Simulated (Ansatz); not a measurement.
# CH₆BFOSi: up Jacob's ladder to CCSD(T)

An exercise on one series of results from a longer session: the logs are not shown, and one member is left open.

Program: Ansatz 0.2.0, Gaussian basis. Level of theory: functionals in def2-TZVPP, the program's frozen cores in correlated methods. These are calculated values, not measurements.

Plan: LDA (SPW92), PBE-D4, revPBE-D4, BLYP-D4, r2SCAN-D4, B97M-V, PBE0-D4, B3LYP-D4, r2SCANh-D4, r2SCAN0-D4, HSE06-D4, BHLYP-D4, CAM-B3LYP-D4, LC-ωPBE, ωB97X-V, ωB97M-V, B2PLYP, PBE-QIDH; CCSD(T)/def2-SVP; CCSD(T)/def2-TZVPP; MP2/def2-QZVPP; extrapolation to the limit; RPA on PBE.

### The relaxed structure

An earlier PBE0-D4 in a triple-zeta def2 set relaxation fixed the geometry.

SMILES `BC[SiH](O)F`, 11 atoms, charge 0, spin multiplicity 1.

Atoms are counted from 1 here; the program's logs count them from 0.

Bond lengths: B1–C2 1.536 Å, B1–H6 1.198 Å, B1–H7 1.197 Å, C2–Si3 1.871 Å, C2–H8 1.096 Å, C2–H9 1.095 Å, Si3–O4 1.631 Å, Si3–F5 1.598 Å, Si3–H10 1.474 Å, O4–H11 0.958 Å. Angles: C2–B1–H6 120.6°, C2–B1–H7 120.9°, H6–B1–H7 118.4°, B1–C2–Si3 109.3°, B1–C2–H8 114.2°, B1–C2–H9 114.6°, Si3–C2–H8 103.1°, Si3–C2–H9 104.8°, H8–C2–H9 109.8°, C2–Si3–O4 113.0°, C2–Si3–F5 106.4°, C2–Si3–H10 113.6°, O4–Si3–F5 110.1°, O4–Si3–H10 106.1°, F5–Si3–H10 107.5°, Si3–O4–H11 119.6°.

The first run:

Input file in.yaml:

```yaml
crystal:
  periodic: [false, false, false]
  atoms:
    - {symbol: B, position_ang: [-0.942293, 1.007032, -0.881706]}
    - {symbol: C, position_ang: [-0.370376, -0.415080, -0.781114]}
    - {symbol: Si, position_ang: [0.964750, -0.454210, 0.528437]}
    - {symbol: O, position_ang: [0.510691, 0.260528, 1.922425]}
    - {symbol: F, position_ang: [1.300682, -1.994960, 0.785470]}
    - {symbol: H, position_ang: [-1.902675, 1.325490, -0.240272]}
    - {symbol: H, position_ang: [-0.407158, 1.838276, -1.557084]}
    - {symbol: H, position_ang: [0.154518, -0.752405, -1.682319]}
    - {symbol: H, position_ang: [-1.093370, -1.175617, -0.466827]}
    - {symbol: H, position_ang: [2.214420, 0.209601, 0.116804]}
    - {symbol: H, position_ang: [-0.363788, 0.094444, 2.276786]}
basis:
  gaussian: {orbitals: def2-TZVPP}
hamiltonian: {xc: lda}
output: {orbitals: {seedname: orbitals}}
```

Steps of the session up to this table: LDA; PBE-D4 (GGA); revPBE-D4 (GGA); BLYP-D4 (GGA); r2SCAN-D4 (meta-GGA); B97M-V (meta-GGA); PBE0-D4 (hybrid); B3LYP-D4 (hybrid); r2SCANh-D4 (hybrid); r2SCAN0-D4 (hybrid); HSE06-D4 (hybrid); BHLYP-D4 (hybrid); CAM-B3LYP-D4 (range-separated); LC-ωPBE (range-separated); ωB97X-V (range-separated); ωB97M-V (range-separated); B2PLYP (double hybrid); PBE-QIDH (double hybrid).

One of the session's tables, all rows but one given; the rest of the session is left out.

It belongs to the step «Orbital energies across the functionals». 

```
  functional  HOMO (eV)  LUMO (eV)  gap (eV)
 LDA (SPW92)      -7.75      -2.77      4.98
      PBE-D4      -7.63      -2.47      5.16
   revPBE-D4      -7.57      -2.34      5.23
     BLYP-D4      -7.52      -2.31      5.20
   r2SCAN-D4      -7.94      -2.09      5.84
      B97M-V      -8.05      -2.21      5.84
     PBE0-D4      -9.00      -1.49      7.50
    B3LYP-D4      -8.78      -1.71      7.06
  r2SCANh-D4      -8.44      -1.76      6.68
  r2SCAN0-D4      -9.20      -1.27      7.93
    HSE06-D4      -8.59      -1.88      6.72
    BHLYP-D4     -10.27      -0.47      9.80
CAM-B3LYP-D4     -10.39      -0.41      9.98
     LC-ωPBE          ?          ?         ?
     ωB97X-V     -11.38       0.69     12.08
     ωB97M-V     -11.24       0.43     11.68
```

**Question.** Estimate the row for LC-ωPBE.

The run gave: HOMO (eV): -11.74; LUMO (eV): 0.80; gap (eV): 12.54. In the column «HOMO (eV)» it is the lowest.
